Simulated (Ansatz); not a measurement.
# Molecular dynamics of TlCO2

Input:

```yaml
crystal:
  lattice:
    - [6.879884, 0.0, 0.0]
    - [0.0, 6.066275, 0.0]
    - [-1.154235, 0.0, 6.915445]
  atoms:
    - { symbol: Tl, position: [0.78739081, 0.46740596, 0.15844015] }
    - { symbol: Tl, position: [0.79376301, 0.03441615, 0.65320432] }
    - { symbol: Tl, position: [0.20794326, 0.93775822, 0.31813161] }
    - { symbol: Tl, position: [0.18856042, 0.55183472, 0.82514872] }
    - { symbol: C, position: [0.61482018, 0.58799465, 0.61802769] }
    - { symbol: C, position: [0.43638904, 0.11699116, 1.01409679] }
    - { symbol: C, position: [0.48794365, 0.4111806, 0.48979882] }
    - { symbol: C, position: [0.54867348, 0.91459082, 0.10263537] }
    - { symbol: O, position: [0.53525456, 0.76091791, 0.64764142] }
    - { symbol: O, position: [0.73959459, 0.95574946, 0.11777234] }
    - { symbol: O, position: [0.57128633, 0.24699491, 0.40060519] }
    - { symbol: O, position: [0.5267068, 0.2386337, 0.90984221] }
    - { symbol: O, position: [0.31486868, 0.43947156, 0.46090628] }
    - { symbol: O, position: [0.24897454, 0.17569986, 1.02415392] }
    - { symbol: O, position: [0.48637491, 0.73990526, 0.1747858] }
    - { symbol: O, position: [0.79642072, 0.52920572, 0.6715243] }
basis:
  ecutwfc: 420.0
kpoints:
  mp_grid: { grid: [2, 2, 2] }
hamiltonian:
  xc: pbe
  dispersion: d3bj
scf:
  occupations: { method: fermi_dirac, width: 0.05 }
  lower_state_search: "off"
md:
  timestep: 1
  n_steps: 110
  ensemble: nvt_nose_hoover
  temperature: 2400.0
  initial_velocities: maxwell_boltzmann
  seed: 735152
  nose_hoover: { tau: 100.0, chain_length: 1 }
```

Launched with:

```bash
$ ansatz run input.yaml --threads 1 --pin off --max-ram 3072MiB --backend cpu --events-out ev --progress --plain --runs-dir out
```

It goes on from the last frame of an earlier run, with new velocities.

Output, in part (warnings, step lines):

```
WARN: dispersion: an atom stands within reach of a switch of its C6 between two reference coordination numbers of its element: through that C6 alone, e_disp changes by 0.025 eV or more while the distances to its neighbours run over a stretch of 0.05 Å that contains this geometry (sites counted from …
md step     0: t =     0.00 fs  T =  2400.0 K  F+E_penalty+E_count = -51317.76228695 eV  E_kin = 4.653360 eV  conserved = -51313.10892698 eV  (11 SCF iters)
md step     1: t =     1.00 fs  T =  2489.6 K  F+E_penalty+E_count = -51317.93792921 eV  E_kin = 4.827153 eV  conserved = -51313.11077213 eV  (11 SCF iters)
md step     2: t =     2.00 fs  T =  2497.2 K  F+E_penalty+E_count = -51317.95087971 eV  E_kin = 4.841817 eV  conserved = -51313.10902143 eV  (11 SCF iters)
md step     3: t =     3.00 fs  T =  2428.0 K  F+E_penalty+E_count = -51317.81389805 eV  E_kin = 4.707672 eV  conserved = -51313.10611437 eV  (11 SCF iters)
md step     4: t =     4.00 fs  T =  2299.6 K  F+E_penalty+E_count = -51317.56244854 eV  E_kin = 4.458787 eV  conserved = -51313.10347394 eV  (11 SCF iters)
md step     5: t =     5.00 fs  T =  2130.8 K  F+E_penalty+E_count = -51317.23287257 eV  E_kin = 4.131317 eV  conserved = -51313.10133404 eV  (7 SCF iters)
md step     6: t =     6.00 fs  T =  1938.2 K  F+E_penalty+E_count = -51316.85741379 eV  E_kin = 3.757988 eV  conserved = -51313.09926125 eV  (5 SCF iters)
md step     7: t =     7.00 fs  T =  1739.4 K  F+E_penalty+E_count = -51316.46930004 eV  E_kin = 3.372562 eV  conserved = -51313.09676205 eV  (5 SCF iters)
[... lines left out ...]
md step   110: t =   110.00 fs  T =  1797.9 K  F+E_penalty+E_count = -51315.52034416 eV  E_kin = 3.485932 eV  conserved = -51313.09742306 eV  (10 SCF iters)
```

The steps, from the saved trajectory:

```
time (fs)  T (K)  potential energy less start (eV)  conserved less start (meV/atom)
      0.0   2400                             0.000                             0.00
      3.0   2428                            -0.052                             0.18
      6.0   1938                             0.905                             0.60
      9.0   1410                             1.939                             1.12
     12.0   1364                             2.028                             1.04
     15.0   1745                             1.288                             0.55
     18.0   2010                             0.773                            -0.07
     21.0   1692                             1.409                             0.57
     24.0   1669                             1.468                             0.90
     27.0   2068                             0.685                            -0.61
     30.0   1603                             1.622                             0.78
     33.0   1383                             2.070                             1.28
     36.0   1910                             1.048                             0.27
     39.0   2229                             0.447                            -0.12
     42.0   1886                             1.147                             0.58
     45.0   1540                             1.845                             0.98
     48.0   1600                             1.740                             0.53
     51.0   1609                             1.744                             0.39
     54.0   1366                             2.246                             0.79
     57.0   1301                             2.398                             0.99
     60.0   1583                             1.870                             0.53
     63.0   1792                             1.496                             0.46
     66.0   1773                             1.572                             0.50
     69.0   1604                             1.941                             0.82
     72.0   1611                             1.963                             0.79
     75.0   1789                             1.654                             0.53
     78.0   1862                             1.557                             0.50
     81.0   1914                             1.509                             0.76
     84.0   2076                             1.240                             0.30
     87.0   1972                             1.502                             0.61
     90.0   1745                             1.995                             0.75
     93.0   1521                             2.477                             0.84
     96.0   1396                             2.765                             1.01
     99.0   1522                             2.566                             1.02
    102.0   1847                             1.982                             0.46
    105.0   1855                             2.028                             0.44
    108.0   1651                             2.498                             1.34
```

All steps were run. The conserved energy stayed within 1.4 meV per atom of its start (net change 0.72 meV per atom), so the integration is sound. The mean temperature of the second half is 29 % below the set value. A run of 0.11 ps of so small a system gives no equilibrium averages.

Mean squared displacements from the first frame to the last, about the centre of mass: Tl 0.18 Å², C 0.45 Å², O 0.68 Å².

Last frame:

```xyz
16
Lattice="6.8799 0.0000 0.0000 0.0000 6.0663 0.0000 -1.1542 0.0000 6.9154" Properties=species:S:1:pos:R:3
Tl 5.240 2.849 0.962
Tl 5.010 0.108 4.028
Tl 1.220 5.826 2.632
Tl 0.111 3.181 5.900
C 2.766 3.355 4.745
C 1.757 0.692 6.559
C 2.139 2.772 3.610
C 3.926 5.855 0.469
O 2.302 4.557 4.859
O 5.185 6.377 0.461
O 2.984 2.042 2.813
O 2.142 1.015 5.388
O 0.951 3.046 3.381
O 0.978 1.178 7.395
O 3.593 4.795 0.890
O 3.753 2.998 5.246
```

Run time: 10 min on 1 CPU thread of a shared host.
